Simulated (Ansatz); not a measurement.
# BH2SeO radical (SMILES [BH][Se]O): single points off equilibrium

A test off equilibrium: a structure displaced at random from a GFN2-xTB minimum is computed at several levels, and each is set against CCSD(T).

The runs use Ansatz 0.2.0, Gaussian basis; single points in def2-TZVPP.

Cores are frozen in the correlated methods. Filled d shells of the heavier atoms are correlated. Orbitals are unrestricted.

## (1) The starting structure

SMILES `[BH][Se]O`, 5 atoms, charge 0, spin multiplicity 2.

Atoms are counted from 1 here; the program's logs count them from 0.

Bond lengths: B1–Se2 1.757 Å, B1–H4 1.135 Å, Se2–O3 2.010 Å, O3–H5 0.957 Å. Angles: Se2–B1–H4 171.6°, B1–Se2–O3 100.9°, Se2–O3–H5 109.0°.

Coordinates:

```tsv
atom	x (Å)	y (Å)	z (Å)
B1	-1.25360	-0.34590	-0.54790
Se2	-0.13500	-0.55400	0.79030
O3	1.38860	0.61400	0.19620
H4	-2.08350	-0.30080	-1.32060
H5	2.06970	0.60240	0.86860
```

## (2) CCSD(T)/def2-TZVPP

The input, run/in.yaml:

```yaml
crystal:
  periodic: [false, false, false]
  atoms:
    - {symbol: B, position_ang: [-1.253600, -0.345900, -0.547900]}
    - {symbol: Se, position_ang: [-0.135000, -0.554000, 0.790300]}
    - {symbol: O, position_ang: [1.388600, 0.614000, 0.196200]}
    - {symbol: H, position_ang: [-2.083500, -0.300800, -1.320600]}
    - {symbol: H, position_ang: [2.069700, 0.602400, 0.868600]}
basis:
  gaussian: {orbitals: def2-TZVPP}
magnetization: {spin_polarized: true, initial_magnetization: 1}
correlation: {method: ccsd_t}
scf: {omitted_lower_state_checks: [cluster_reference]}
output: {forces: true}
```

The command line of these runs was not kept.

## (3) PBE0-D4/def2-TZVPP

run/in.yaml, as its differences from that of step 2:

```diff
@@ -11,4 +11,3 @@
 magnetization: {spin_polarized: true, initial_magnetization: 1}
-correlation: {method: ccsd_t}
-scf: {omitted_lower_state_checks: [cluster_reference]}
-output: {forces: true}
+hamiltonian: {xc: pbe0, dispersion: d4}
+output: {forces: true, orbitals: {seedname: orbitals}}
```

## (4) wB97M-V/def2-TZVPP

run/in.yaml, as its differences from that of step 3:

```diff
@@ -11,3 +11,3 @@
 magnetization: {spin_polarized: true, initial_magnetization: 1}
-hamiltonian: {xc: pbe0, dispersion: d4}
-output: {forces: true, orbitals: {seedname: orbitals}}
+hamiltonian: {xc: {name: wB97M-V}}
+output: {forces: true}
```

## (5) r2SCAN-D4/def2-TZVPP

run/in.yaml, as its differences from that of step 4:

```diff
@@ -11,3 +11,3 @@
 magnetization: {spin_polarized: true, initial_magnetization: 1}
-hamiltonian: {xc: {name: wB97M-V}}
+hamiltonian: {xc: r2scan, dispersion: d4}
 output: {forces: true}
```

## (6) PBE-D4/def2-TZVPP

run/in.yaml, as its differences from that of step 5:

```diff
@@ -11,3 +11,3 @@
 magnetization: {spin_polarized: true, initial_magnetization: 1}
-hamiltonian: {xc: r2scan, dispersion: d4}
+hamiltonian: {xc: pbe, dispersion: d4}
 output: {forces: true}
```

## (7) revPBE-D4/def2-TZVPP

run/in.yaml, as its differences from that of step 6:

```diff
@@ -11,3 +11,3 @@
 magnetization: {spin_polarized: true, initial_magnetization: 1}
-hamiltonian: {xc: pbe, dispersion: d4}
+hamiltonian: {xc: {name: revPBE}, dispersion: d4}
 output: {forces: true}
```

## (8) LC-wPBE/def2-TZVPP

run/in.yaml, as its differences from that of step 7:

```diff
@@ -11,3 +11,3 @@
 magnetization: {spin_polarized: true, initial_magnetization: 1}
-hamiltonian: {xc: {name: revPBE}, dispersion: d4}
+hamiltonian: {xc: {name: LC-wPBE}}
 output: {forces: true}
```

(Steps that only read results are left out.)

Before running it: what results should come out? Wanted: energy less free atoms, CCSD(T)/def2-TZVPP; RMS force component; RMS force error; HOMO and LUMO, PBE0-D4; T1 diagnostic.

The runs gave:

| quantity | value |
| --- | --- |
| energy less free atoms, CCSD(T)/def2-TZVPP | -1364.2 kJ/mol |
| RMS force component | 0.493 to 0.673 eV/Å over the methods |
| RMS force error | PBE0-D4 0.098, wB97M-V 0.132, r2SCAN-D4 0.054, PBE-D4 0.195, revPBE-D4 0.236, LC-wPBE 0.305 eV/Å |
| HOMO and LUMO, PBE0-D4 | -6.44 and -3.09 eV |
| T1 diagnostic | 0.027 |

Against CCSD(T) the functionals' energies less atoms differ by -142.5 to -27.1 kJ/mol, PBE-D4 by -142.5 kJ/mol. CCSD(T) in triple zeta still lacks some correlation energy of the bonds, so part of these gaps is its own basis error and they don't rank the functionals. On forces the order runs from r2SCAN-D4 to LC-wPBE. Frozen-core CCSD(T) forces in triple zeta carry basis errors of their own, and this is one geometry, so small gaps rank nothing. The unrestricted reference is spin-contaminated, which hurts MP2 most.
